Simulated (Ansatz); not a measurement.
KPt in Ansatz: the effect of target pressure

KPt:

```xyz
2
Lattice="3.0008 0.0000 0.0000 -1.5004 2.5988 0.0000 0.0000 0.0000 5.3456" Properties=species:S:1:pos:R:3 pbc="T T T"
Pt    1.5004    0.8663    0.0000
K     0.0000    0.0000    2.6728
```

The cell comes from a database or a generator and needn't be the stable form of this composition.

Alike in all runs:

- Program: Ansatz 0.2.0
- Task: relaxation of cell and atoms
- Functional: r2SCAN
- Potentials or basis: Ansatz PAW
- Cutoff: 500 eV (not typed: the program's choice for these potentials)
- k mesh: 10 × 10 × 5
- Occupations: fermi-dirac, width 0.05 eV
- Spin: no spin polarisation

Each run relaxes the cell or the atoms first.

```tsv
target pressure	relaxed volume (Å³/atom)
0 GPa	?
2 GPa	19.63
5 GPa	18.98
10 GPa	18.12
20 GPa	16.87
30 GPa	15.98
```

What does the run with target pressure 0 GPa give?

Relaxed volume 20.14 Å³/atom.

Worked out: In Murnaghan's law V^(-B') rises as a straight line in P. The other rows fit best with B' = 4.5, V0 = 20.14 Å³/atom and B0 = 74 GPa, which gives 20.14 Å³/atom at 0 GPa, against the run's 20.14.

Caveats: the plane-wave basis is chosen anew once the cell has moved, so the energies of steps on either side of that aren't comparable; the PAW data sets come from PBE, with cores solved anew for the run's functional, which leaves a small shift of forces and pressure; the volume moved by over 15 % at a fixed basis, so the end points are rough (some runs).
